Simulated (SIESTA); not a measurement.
The system is TePd3.

```xyz
4
Lattice="2.4803 -2.4924 0.0000 2.4803 2.4924 0.0000 0.0000 0.0000 5.6953" Properties=species:S:1:pos:R:3 pbc="T T T"
Te    0.0000    0.0000    0.0000
Pd    2.4803    0.0000    1.4347
Pd    0.0000    0.0000    2.8477
Pd    2.4803    0.0000    4.2606
```

The cell comes from a database or a generator and needn't be the stable form of this composition.

- Program: SIESTA 5.4.2
- Task: single point
- Functional: PBEsol
- Potentials or basis: PseudoDojo 0.4 standard (PBEsol files)
- Basis: DZP (energy shift 0.003 Ry; two zetas on semicore shells)
- Grid cutoff: 800 Ry
- Energy shift: 0.003 Ry
- k mesh: 8 × 8 × 5
- Occupations: fermi-dirac, width 0.05 eV
- Spin: no spin polarisation

On this cell: pressure -5.9 GPa; largest force 0.334 eV/Å; band gap on the k mesh none (metal or under the smearing width).

The same run follows on a disturbed copy (atoms moved at random, drawn with an rms of 0.05 Å):

```
CELL_PARAMETERS angstrom
2.48026 -2.49243 0.00000
2.48026 2.49243 0.00000
0.00000 0.00000 5.69533
ATOMIC_POSITIONS crystal
Te 0.99645 0.99573 0.99743
Pd 0.49694 0.51154 0.24863
Pd 0.99641 0.99913 0.49210
Pd 0.50359 0.49450 0.73983
```

What does the disturbed cell give?

The energy (extrapolated to zero smearing) moves by +0.3 meV/atom; pressure -6.0 GPa; largest force 0.247 eV/Å; band gap on the k mesh none (metal or under the smearing width).

Forces in eV/Å, atoms in the order of the input:
```
Te   0.095  0.027 -0.120
Pd  -0.157 -0.123  0.146
Pd   0.108  0.014  0.113
Pd  -0.052  0.081 -0.141
```

Stress tensor (GPa, compression positive):
```
-5.43 -0.01  0.10
-0.01 -6.00  0.20
 0.10  0.20 -6.60
```

Caveats: the basis of atomic orbitals isn't converged, which shifts pressures, moduli and gaps.
